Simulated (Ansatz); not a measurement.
This was printed by a script on Ansatz's Python interface, for a convergence test of the plane-wave cutoff of MnS, space group F-43m. What did the script look like? Level of theory (first run): r2SCAN, PAW, cutoff 300 eV, 10×10×10 k-points, Fermi-Dirac smearing of 0.1 eV, collinear spin. The script varies cutoff (eV): 300, 350, 400, 450.

```
Mn S
1.0
     0.00000    2.80000    2.80000
     2.80000    0.00000    2.80000
     2.80000    2.80000    0.00000
Mn S
1 1
Direct
  0.00000 0.00000 0.00000
  0.25000 0.25000 0.25000
```

```console
$ python ecut.py
DeckWarning: basis.ecutwfc = 300 eV is below the records' recommended 500 eV, and the density's cutoff is lower with it unless basis.ecutrho_ratio is high enough to keep the records' density cutoff: compare with a run at a higher cutoff
DeckWarning: basis.ecutwfc = 350 eV is below the records' recommended 500 eV, and the density's cutoff is lower with it unless basis.ecutrho_ratio is high enough to keep the records' density cutoff: compare with a run at a higher cutoff
DeckWarning: basis.ecutwfc = 400 eV is below the records' recommended 500 eV, and the density's cutoff is lower with it unless basis.ecutrho_ratio is high enough to keep the records' density cutoff: compare with a run at a higher cutoff
DeckWarning: basis.ecutwfc = 450 eV is below the records' recommended 500 eV, and the density's cutoff is lower with it unless basis.ecutrho_ratio is high enough to keep the records' density cutoff: compare with a run at a higher cutoff
+---------------+---------------+--------------+-----------+------------------------+----------------+---------------+
|   cutoff (eV) |   F/atom (eV) |   iterations |   P (GPa) |   max component (eV/A) |   moment (muB) |   plane waves |
+===============+===============+==============+===========+========================+================+===============+
|           300 |    -2405.5465 |           11 |    5.4252 |                 0.0000 |         5.0000 |           531 |
+---------------+---------------+--------------+-----------+------------------------+----------------+---------------+
|           350 |    -2405.6036 |           11 |    5.2899 |                 0.0000 |         5.0000 |           645 |
+---------------+---------------+--------------+-----------+------------------------+----------------+---------------+
|           400 |    -2405.6069 |           11 |    5.2760 |                 0.0000 |         5.0000 |           821 |
+---------------+---------------+--------------+-----------+------------------------+----------------+---------------+
|           450 |    -2405.6088 |           11 |    5.2705 |                 0.0000 |         5.0000 |           941 |
+---------------+---------------+--------------+-----------+------------------------+----------------+---------------+
300: +62.37 meV/atom
350: +5.27 meV/atom
400: +1.94 meV/atom
```
(Warnings from the package without file and line.)

One script that gives this output:

The script, `ecut.py`:
```python
"""Cutoff test for MnS."""

import ansatz as az
from tabulate import tabulate

lattice = az.Lattice.of(
    [0.0, 2.8, 2.8],
    [2.8, 0.0, 2.8],
    [2.8, 2.8, 0.0],
)
sites = [
    ("Mn", [0.0, 0.0, 0.0]),
    ("S", [0.25, 0.25, 0.25]),
]
xtal = az.Crystal(lattice=lattice)
for symbol, position in sites:
    xtal = xtal.atom(symbol, position)
xtal = xtal.moments(Mn=4)

calculation = (
    xtal.calculation()
    .hubbard("Mn", "d", u_eff=4.5)
    .spin("collinear")
    .functional("r2scan")
    .kpoints(mesh=(10, 10, 10))
    .occupations("fermi_dirac", width=0.1)
    .forces()
    .stress()
)

rows = []
for value in [300, 350, 400, 450]:
    report = calculation.basis(value).run().report
    rows.append((value, report["free_energy_ev"] / len(report["lattice"]["sites"]), report["n_iterations"], sum(report["stress_gpa"][i][i] for i in range(3)) / 3, max(abs(f) for row in report["forces_ev_ang"] for f in row), report["magnetization_mub"], report["n_pw"]))

print(tabulate(rows, headers=["cutoff (eV)", "F/atom (eV)", "iterations", "P (GPa)", "max component (eV/A)", "moment (muB)", "plane waves"], floatfmt=".4f", tablefmt="grid"))

# differences from the last row
for row in rows[:-1]:
    shift = 1000 * (row[1] - rows[-1][1])
    print(f"{row[0]}: {shift:+.2f} meV/atom" + ("  (within 1 meV)" if abs(shift) < 1 else ""))
```

What to keep in mind:
- Other magnetic orders than the one started from may lie lower.
- Forces vanish by symmetry here and test nothing.
- With one magnetic atom the cell can hold only ferromagnetic order.
- Pressure is positive in compression.
- The starting cell is as deposited in a crystallographic database; the results hold for this polymorph, which needn't be the stable one.
- Shifts are counted from the last row, which is itself no proven limit.
- Timing: 50 s on 1 thread of Arm Neoverse V2, on a shared host, peak memory 0.58 GiB.
